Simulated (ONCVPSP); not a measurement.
# Tellurium: generating and testing an ONCV potential

Do these settings give a usable potential? It is generated, then checked for transferability, scattering, ghosts and hardness.

Program: ONCVPSP 4.0.1. Reference atom: PBEsol, scalar-relativistic, spherical and spin-unpolarised. All values are calculated.

### 1 Settings

Typed settings, in words:

| Item | Value |
| --- | --- |
| element | tellurium (Te, Z = 52) |
| type | optimised norm-conserving Vanderbilt (ONCV) |
| frozen core | [Kr] |
| valence charge | 16 |
| reference configuration | 4d10 5s2 5p4 |
| partial waves | 5s: rc 1.60 bohr, ncon 4, nbas 7, qcut 3.2 1/bohr, 2 projectors, debl 3.4 Ha; 5p: rc 2.25 bohr, ncon 5, nbas 8, qcut 3.1 1/bohr, 2 projectors, debl 3.7 Ha; 4d: rc 1.50 bohr, ncon 4, nbas 8, qcut 11.9 1/bohr, 2 projectors, debl 2.4 Ha |
| local potential | polynomial inside 1.30 bohr (lpopt 5, dvloc0 0 Ha) |
| core correction | Teter function, fcfact 3.75, rcfact 1.1 |

The nodes and maxima of the atom's own shells, from an earlier all-electron run, set the scale for the radii.

All-electron outer shells of the reference configuration (PBEsol, scalar-relativistic, ld1.x):

| shell | level (eV) | outermost node (bohr) | outermost maximum (bohr) |
| --- | --- | --- | --- |
| 4s | -164.15 | 0.38 | 0.70 |
| 4p | -114.23 | 0.38 | 0.74 |
| 4d | -41.59 | 0.36 | 0.81 |
| 5s | -15.15 | 0.91 | 1.80 |
| 5p | -5.97 | 1.00 | 2.17 |

### 2 Generating the potential

The input, Te.dat:

```
# ATOM AND REFERENCE CONFIGURATION
# atsym  z   nc   nv     iexc    psfile
  Te 52.00    8    3  -116133      upf
#
#   n    l    f
    1    0    2.00
    2    0    2.00
    2    1    6.00
    3    0    2.00
    3    1    6.00
    3    2   10.00
    4    0    2.00
    4    1    6.00
    4    2   10.00
    5    0    2.00
    5    1    4.00
#
# PSEUDOPOTENTIAL AND OPTIMIZATION
# lmax
    2
#
#   l,   rc,      ep,       ncon, nbas, qcut
    0    1.60    0.00    4    7    3.20
    1    2.25    0.00    5    8    3.10
    2    1.50    0.00    4    8   11.90
#
# LOCAL POTENTIAL
# lloc, lpopt,  rc(5),   dvloc0
    4    5    1.30    0.00
#
# VANDERBILT-KLEINMAN-BYLANDER PROJECTORs
# l, nproj, debl
    0    2    3.40
    1    2    3.70
    2    2    2.40
#
# MODEL CORE CHARGE
# icmod, fcfact, rcfact
    3    3.75    1.10
#
# LOG DERIVATIVE ANALYSIS
# epsh1, epsh2, depsh
   -3.00    5.00    0.02
#
# OUTPUT GRID
# rlmax, drl
    6.00    0.01
#
# TEST CONFIGURATIONS
# ncnf
    4
# nvcnf
#   n    l    f
    3
    4    2   10.00
    5    0    2.00
    5    1    3.00
#
    3
    4    2   10.00
    5    0    2.00
    5    1    2.00
#
    3
    4    2   10.00
    5    0    2.00
    5    1    1.00
#
    3
    4    2    9.00
    5    0    2.00
    5    1    4.00
#
```

Launch:

```
$ oncvpsp.x < Te.dat > Te.out
```

Before running it: what results should come out? Wanted: cutoffs for 1 and 0.1 mHa per electron, occupied waves; bound ghosts; GHOST(+) flags; largest test error; largest phase difference near zero energy, channels read; rms error of d²Exc/dn², without and with the model core.

As calculated:

| quantity | value |
| --- | --- |
| cutoffs for 1 and 0.1 mHa per electron, occupied waves | 46 Ha and 53 Ha |
| bound ghosts | none below the valence levels; a pole at negative energy in s is suspect |
| GHOST(+) flags | s at -1 eV, p at 101 eV |
| largest test error (AE − PS) | -234 meV, for 4d9 5s2 5p4 |
| largest phase difference near zero energy, channels read | 3.130 rad |
| rms error of d²Exc/dn², without and with the model core | 5.14 and 3.30 mHa |

**Reading.** By total energies transferability is poor: the largest error is 234 meV on 49.2 eV, for 4d9 5s2 5p4. That test lies far up in energy; among those under 40 eV, nearer to bonding, the largest error is 3.9 meV. The potential is hard: the looser tolerance needs 46 Ha. At the looser tolerance the 4d wave is the slowest; 5s needs 15 Ha. The ghost test, which looks below the valence levels, finds nothing, but the pseudo curve has an extra pole at negative energy (s at -0.03 Ha): a spurious bound state among the atom's levels is likely, and the file can't be cleared. Near zero energy the largest phase difference among the channels read is 3.13 rad, in the s channel. A step near π is an extra or missing state, not a misfit of shape. The pseudo curves have a pole with no partner nearby in the atom's: s at -0.03 Ha. The program also flags highly localised states, GHOST(+) (s, p).
